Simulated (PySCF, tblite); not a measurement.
# C₄H₇BNP: infrared bands and NMR shifts

What infrared bands and NMR shifts should C₄H₇BNP (`PBn1cccc1`) show?

Programs: tblite 0.8.0 and PySCF 2.14.0, with density-fitted response routines of our own. Each step states its level of theory. These are calculated values for one molecule in the gas phase, unless marked as measured. Atoms count from 0, in the outputs and in this text.

## Step 1: The starting structure

14 atoms, charge 0, multiplicity 1; geometry from: GFN2-xTB.

Bonds of the start (Å): P0–B1 1.89, B1–N2 1.41, N2–C3 1.38, C3–C4 1.36, C4–C5 1.42, C5–C6 1.36, C6–N2 1.38, P0–H7 1.38, P0–H8 1.38, B1–H9 1.17, C3–H10 1.07, C4–H11 1.07, C5–H12 1.07, C6–H13 1.07.

## Step 2: Infrared spectrum with GFN2-xTB

Job settings and geometry (Å):

```
{"job": {"kind": "ir", "xc": "GFN2-xTB", "basis": "xTB"}, "charge": 0, "multiplicity": 1}
P      2.734237     0.822809     0.047672
B      1.363762    -0.317902     0.677415
N      0.019256    -0.155514     0.273184
C     -1.050361    -0.924653     0.694218
C     -2.188975    -0.479528     0.109197
C     -1.830046     0.625744    -0.714958
C     -0.490387     0.791258    -0.595410
H      2.497141     0.736757    -1.310585
H      3.757607    -0.105185     0.034467
H      1.600480    -1.116225     1.502301
H     -0.895875    -1.734429     1.379540
H     -3.176303    -0.877005     0.237872
H     -2.498611     1.212004    -1.313891
H      0.157399     1.521395    -1.043188
```

**Question.** This job is followed by: GIAO PBE0/pcSseg-1 NMR shielding, non-relativistic, gas phase. What will the session give for the following? strongest single infrared mode (GFN2-xTB); zero-point energy (GFN2-xTB); ¹³C shifts against TMS (PBE0/pcSseg-1, means over atoms taken as alike); ¹H shifts against TMS (PBE0/pcSseg-1, means over atoms taken as alike); ³¹P shifts against H3PO4 (PBE0/pcSseg-1); ¹¹B shifts against BF3·OEt2 (PBE0/pcSseg-1); ¹⁵N shifts against NH3 (PBE0/pcSseg-1).

**Answer**, as computed:

| quantity | value |
| --- | --- |
| strongest single infrared mode (GFN2-xTB) | 1318 cm⁻¹, 226 km/mol |
| zero-point energy (GFN2-xTB) | 63.5 kcal/mol |
| ¹³C shifts against TMS (PBE0/pcSseg-1, means over atoms taken as alike) | 132.0, 122.3 ppm |
| ¹H shifts against TMS (PBE0/pcSseg-1, means over atoms taken as alike) | 6.96, 6.80, 6.69, 2.30 ppm |
| ³¹P shifts against H3PO4 (PBE0/pcSseg-1) | -236.5 ppm |
| ¹¹B shifts against BF3·OEt2 (PBE0/pcSseg-1) | 55.7 ppm |
| ¹⁵N shifts against NH3 (PBE0/pcSseg-1) | 231.4 ppm |

No mode is imaginary among the 36: a minimum at this level. The strongest single mode, at 1318 cm⁻¹, is carried by C4, C5, N2, B1. Unscaled tight-binding wavenumbers are off by several per cent, some by more. Its intensities can rank the bands wrongly. At PBE0/pcSseg-1: The widest tensor belongs to N2: span 281 ppm, with a paramagnetic part of -289 ppm. NICS(1)zz of -24 ppm above the planar ring from N2 marks a diatropic (aromatic) ring current.
